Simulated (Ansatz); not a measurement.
# C₃H₆Zn: up Jacob's ladder to CCSD(T)

Aim: compute C₃H₆Zn with functionals from several rungs and with coupled cluster, and see how far each lands from CCSD(T) at the basis-set limit for the atomisation energy.

Method: functionals in def2-TZVPP, the program's frozen cores in correlated methods; program: Ansatz 0.2.0, Gaussian basis.

The runs, in order: LDA (SPW92), PBE-D4, revPBE-D4, BLYP-D4, r2SCAN-D4, B97M-V, PBE0-D4, B3LYP-D4, r2SCANh-D4, r2SCAN0-D4, HSE06-D4, BHLYP-D4, CAM-B3LYP-D4, LC-ωPBE, ωB97X-V, ωB97M-V, B2PLYP, PBE-QIDH; CCSD(T)/def2-SVP; CCSD(T)/def2-TZVPP; MP2/def2-QZVPP; extrapolation to the limit; RPA on PBE.

### Step 1. The relaxed structure

All runs share one geometry, relaxed beforehand with PBE0-D4 in a triple-zeta def2 set.

10 atoms, charge 0, spin multiplicity 1.

Atoms are counted from 1 here; the program's logs count them from 0.

Bond lengths: C1–C2 1.334 Å, C1–H5 1.089 Å, C1–H6 1.088 Å, C2–Zn3 1.931 Å, C2–H7 1.091 Å, Zn3–C4 1.939 Å, C4–H8 1.093 Å, C4–H9 1.093 Å, C4–H10 1.093 Å. Angles: C2–C1–H5 122.5°, C2–C1–H6 122.6°, H5–C1–H6 114.9°, C1–C2–Zn3 124.0°, C1–C2–H7 115.8°, Zn3–C2–H7 120.2°, C2–Zn3–C4 179.3°, Zn3–C4–H8 111.0°, Zn3–C4–H9 111.1°, Zn3–C4–H10 111.1°, H8–C4–H9 107.8°, H8–C4–H10 107.8°, H9–C4–H10 107.9°.

### Step 2. LDA

This LDA is Slater exchange with PW92 correlation.

The input, in.yaml:

```yaml
crystal:
  periodic: [false, false, false]
  atoms:
    - {symbol: C, position_ang: [-0.411057, 2.008525, -1.218104]}
    - {symbol: C, position_ang: [0.303829, 0.882750, -1.240752]}
    - {symbol: Zn, position_ang: [0.214882, -0.480647, 0.123106]}
    - {symbol: C, position_ang: [0.109748, -1.838149, 1.502964]}
    - {symbol: H, position_ang: [-0.340891, 2.762077, -2.001535]}
    - {symbol: H, position_ang: [-1.108029, 2.244525, -0.417163]}
    - {symbol: H, position_ang: [0.968653, 0.760455, -2.097323]}
    - {symbol: H, position_ang: [-0.719632, -1.638768, 2.186730]}
    - {symbol: H, position_ang: [-0.046634, -2.829164, 1.068722]}
    - {symbol: H, position_ang: [1.029142, -1.871593, 2.093346]}
basis:
  gaussian: {orbitals: def2-TZVPP}
hamiltonian: {xc: lda}
output: {orbitals: {seedname: orbitals}}
```

Run with:

```bash
ansatz run in.yaml --threads 4 --pin off --events-out ev --progress --plain --max-ram 10444MiB
```

Further steps of the session: PBE-D4 (GGA); revPBE-D4 (GGA); BLYP-D4 (GGA); r2SCAN-D4 (meta-GGA); B97M-V (meta-GGA); B3LYP-D4 (hybrid); r2SCANh-D4 (hybrid); r2SCAN0-D4 (hybrid); HSE06-D4 (hybrid); BHLYP-D4 (hybrid); CAM-B3LYP-D4 (range-separated); LC-ωPBE (range-separated); ωB97X-V (range-separated); ωB97M-V (range-separated); B2PLYP (double hybrid); PBE-QIDH (double hybrid); CCSD(T) in def2-SVP; CCSD(T) in def2-TZVPP; MP2 in def2-QZVPP; RPA on PBE orbitals.

Before running them: what should the planned runs give, taken together? Wanted: atomisation energy, CCSD(T)/CBS; farthest beyond LDA; mean size of error, GGA; mean size of error, meta-GGA; mean size of error, hybrid; mean size of error, range-separated; mean size of error, double hybrid; gap, smallest and largest; T1 diagnostic.

The runs gave:

```
                               quantity                                                                                          value
        atomisation energy, CCSD(T)/CBS                                                                                  3566.7 kJ/mol
 functionals within 17.8 kJ/mol (0.5 %)  revPBE-D4, B97M-V, B3LYP-D4, r2SCANh-D4, r2SCAN0-D4, CAM-B3LYP-D4, ωB97X-V, ωB97M-V, PBE-QIDH
                    farthest beyond LDA                                                                        BHLYP-D4 (-90.3 kJ/mol)
                mean size of error, GGA                                                                                    34.8 kJ/mol
           mean size of error, meta-GGA                                                                                    14.1 kJ/mol
             mean size of error, hybrid                                                                                    29.1 kJ/mol
    mean size of error, range-separated                                                                                    16.9 kJ/mol
      mean size of error, double hybrid                                                                                    17.7 kJ/mol
              gap, smallest and largest                                                      4.58 eV (LDA (SPW92)), 11.45 eV (LC-ωPBE)
                          T1 diagnostic                                                                                         0.0138
triples share of the correlation energy                                                                                          3.7 %
```

The LDA atomisation energy is off by 490.8 kJ/mol (14 %): it overbinds. PBE-D4 is off by +73.3 kJ/mol. Double hybrids carry the basis error of their MP2 part in triple zeta, and no dispersion term here, so their miss is partly the set-up's. The rungs meta-GGA, range-separated, double hybrid miss on average by less than the doubt on the reference (17.8 kJ/mol), so they tie. Misses under about 17.8 kJ/mol are within the doubt on the reference itself, which lacks core-valence correlation, relativity and higher excitations. Hartree-Fock recovers 75 % of the binding; the rest is correlation. CCSD(T) in def2-SVP is off by -146.8 kJ/mol, which most functionals beat. The gap grows from 4.6 to 11.5 eV across the functionals, mostly with the share of exact exchange. For Zn the d shell is correlated and the shells below it are frozen.
